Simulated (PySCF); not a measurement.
# C3H5F3Si: the cost of one run

Programs: PySCF 2.14.0, with density-fitted response routines of our own. Each step states its level of theory. These are calculated values for one molecule in the gas phase, unless marked as measured. Atoms are numbered from 0 throughout.

## (1) Starting geometry

12 atoms, charge 0, multiplicity 1; geometry from: PBE0-D3(BJ)/def2-SVP.

Bonds of the start (Å): C0–C1 1.34, C1–Si2 1.89, C1–C3 1.50, C3–F4 1.34, C3–F5 1.33, C3–F6 1.34, C0–H7 1.09, C0–H8 1.09, Si2–H9 1.49, Si2–H10 1.49, Si2–H11 1.49.

## (2) Shielding tensors: PBE0/6-31G*

Job settings and geometry (Å):

```
{"job": {"kind": "nmr", "xc": "PBE0", "basis": "6-31G*", "pop": true}, "charge": 0, "multiplicity": 1}
C     -0.637356     1.468144    -0.213568
C     -0.185918     0.224863    -0.017989
Si     1.631119    -0.224585    -0.267187
C     -1.136303    -0.853496     0.417091
F     -1.214034    -1.817849    -0.508042
F     -2.376462    -0.411476     0.636222
F     -0.711269    -1.433410     1.548143
H      0.030201     2.270635    -0.539225
H     -1.688966     1.726596    -0.055460
H      2.293179     0.971405    -0.864832
H      1.762076    -1.395828    -1.180710
H      2.273751    -0.557260     1.037578
```

With the program's defaults for keys left out, this is: GIAO PBE0/6-31G* NMR shielding, non-relativistic, gas phase.

Started as:

```console
OMP_NUM_THREADS=1 python probes_run.py task.json out
```

One launch serves the whole session: the jobs run in the order shown.

Q: Estimate the wall time and peak memory of this first job on 1 thread of Arm Neoverse V1, shared host.

About 11 s, with a peak of 0.61 GiB.
